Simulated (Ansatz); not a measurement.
**CuHO: test of scalar relativity**

The task is a test of scalar relativity, for CuHO. SMILES: [OH][Cu].

All numbers are computed with Ansatz 0.2.0 through its Python package. The levels of theory stand in the script.

### 1 Starting point

Bond lengths: O1–Cu2 2.042 Å, O1–H3 1.079 Å. Angles: Cu2–O1–H3 115.9°.

The script reads cuho.xyz:

```xyz
3

O    -0.36890   -0.44690   -0.25880
Cu    1.35680   -0.01360    0.74390
H    -0.99880    0.39570   -0.49830
```

### 2 Script

Contents of run_x2c.py:

```python
import ansatz as az
import numpy as np


def main() -> None:
    system = az.Crystal.molecule_from_extxyz("cuho.xyz")

    calc = system.calculation().functional("hf").forces()
    sets = {"none": "cc-pVTZ", "scalar": "cc-pVTZ-DK"}
    found = {kind: calc.basis(gaussian=basis).pseudopotentials(relativity=kind).run(threads=1, backend="cpu").report for kind, basis in sets.items()}
    for kind, each in found.items():
        dipole = 4.803205 * np.linalg.norm(each["charge_distribution"]["dipole_moment_e_ang"])
        print(f"{kind:7s} E = {each['free_energy_ev']:.4f} eV  dipole {dipole:.3f} D  largest force component {np.abs(each['forces_ev_ang']).max():.4f} eV/A")
    print(f"relativity lowers the total energy by {found['none']['free_energy_ev'] - found['scalar']['free_energy_ev']:.3f} eV")


if __name__ == "__main__":
    main()
```

### 3 What the engine is handed

The engine receives this input (first run):

```yaml
crystal:
  periodic: [false, false, false]
  atoms:
    - { symbol: O, position_ang: [-0.3689, -0.4469, -0.2588] }
    - { symbol: Cu, position_ang: [1.3568, -0.0136, 0.7439] }
    - { symbol: H, position_ang: [-0.9988, 0.3957, -0.4983] }
basis:
  gaussian:
    orbitals: cc-pVTZ
hamiltonian:
  xc: hf
  pseudopotentials:
    relativity: none
output:
  forces: true
```

### 4 Running it

Started as:

```bash
> python run_x2c.py
```

The log of the run:

```text
none    E = -46651.2588 eV  dipole 6.291 D  largest force component 4.4295 eV/A
scalar  E = -47038.8505 eV  dipole 6.166 D  largest force component 4.4316 eV/A
relativity lowers the total energy by 387.592 eV
```

It took 6.4 s on 1 thread of Arm Neoverse V1, shared host; peak memory 0.24 GiB.

### 5 What changed from run to run

The engine's inputs for the other runs:

Run 2, against run 1:

```diff
@@ -9 +9 @@
-    orbitals: cc-pVTZ
+    orbitals: cc-pVTZ-DK
@@ -13 +13 @@
-    relativity: none
+    relativity: scalar
```

### 6 The engine's runs

From the records of these 2 runs:

```tsv
run	basis	relativity	energy (eV)	SCF cycles	CPU time (s)
1	cc-pVTZ	none	-46651.2588	15	2.8
2	cc-pVTZ-DK	scalar	-47038.8505	32	3.1
```

### 7 What came out

| quantity | value |
| --- | --- |
| relativistic lowering of the total energy | 387.592 eV |
| runs compared | 2 |

What this shows: The total moves by -387.6 eV, nearly all in the cores, and the dipole from 6.29 to 6.17 D. The geometry is a force-field or estimated start, not a minimum of this method. The basis set changes with the Hamiltonian (a set recontracted for scalar relativity), and most of the change in the total lies in the cores.
